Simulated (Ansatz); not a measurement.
**AlFH4SSi: basis-set convergence**

The task here is to estimate one member of a computed series from the others.

Method: one geometry, several basis sets; program: Ansatz 0.2.0, Gaussian basis.

The runs, in order: PBE0-D4/def2-SVP; ωB97M-V/def2-SVP; PBE0-D4/def2-QZVPP; ωB97M-V/def2-QZVPP; the functionals' def2-TZVPP values are taken from earlier runs.

**The relaxed structure**

The geometry comes from an earlier relaxation with PBE0-D4 in a triple-zeta def2 set; it is a stationary point, not always the lowest conformer.

8 atoms, charge 0, spin multiplicity 1.

Atoms are counted from 1 here; the program's logs count them from 0.

Bond lengths: F1–Si2 1.599 Å, Si2–S3 2.117 Å, Si2–H5 1.480 Å, Si2–H6 1.479 Å, S3–Al4 2.190 Å, Al4–H7 1.579 Å, Al4–H8 1.577 Å. Angles: F1–Si2–S3 110.5°, F1–Si2–H5 106.9°, F1–Si2–H6 107.8°, S3–Si2–H5 112.0°, S3–Si2–H6 107.6°, H5–Si2–H6 112.1°, Si2–S3–Al4 98.6°, S3–Al4–H7 118.5°, S3–Al4–H8 116.3°, H7–Al4–H8 125.2°.

Set-up of the first run:

Contents of in.yaml:

```yaml
crystal:
  periodic: [false, false, false]
  atoms:
    - {symbol: F, position_ang: [-1.519143, 1.460403, 0.516909]}
    - {symbol: Si, position_ang: [0.067555, 1.368595, 0.339530]}
    - {symbol: S, position_ang: [0.802170, -0.434327, 1.171196]}
    - {symbol: Al, position_ang: [0.064160, -1.821115, -0.354115]}
    - {symbol: H, position_ang: [0.344257, 1.462489, -1.110879]}
    - {symbol: H, position_ang: [0.672265, 2.487472, 1.094350]}
    - {symbol: H, position_ang: [-0.654767, -1.226283, -1.628059]}
    - {symbol: H, position_ang: [0.315603, -3.354435, -0.084732]}
basis:
  gaussian: {orbitals: def2-SVP}
hamiltonian: {xc: pbe0, dispersion: d4}
output: {orbitals: {seedname: orbitals}}
```

Command:

```sh
> ansatz run in.yaml --threads 2 --pin off --events-out ev --progress --plain --max-ram 4352MiB
```

Steps of the session up to this table: PBE0-D4 in def2-SVP; ωB97M-V in def2-SVP; PBE0-D4 in def2-QZVPP; ωB97M-V in def2-QZVPP.

One table of the session follows, with a row left open; its other results are not shown here.

It belongs to the step «Functionals by basis». 

```
functional       basis  HOMO (eV)  LUMO (eV)
   PBE0-D4    def2-SVP      -8.19      -1.65
   PBE0-D4  def2-TZVPP      -8.22      -1.68
   PBE0-D4  def2-QZVPP      -8.23      -1.71
   ωB97M-V    def2-SVP     -10.28       0.07
   ωB97M-V  def2-TZVPP     -10.37      -0.05
   ωB97M-V  def2-QZVPP          ?          ?
```

**Question.** Estimate the row for ωB97M-V, def2-QZVPP.

**Answer.** HOMO (eV): -10.39; LUMO (eV): -0.17. In the column «HOMO (eV)» it is the lowest.
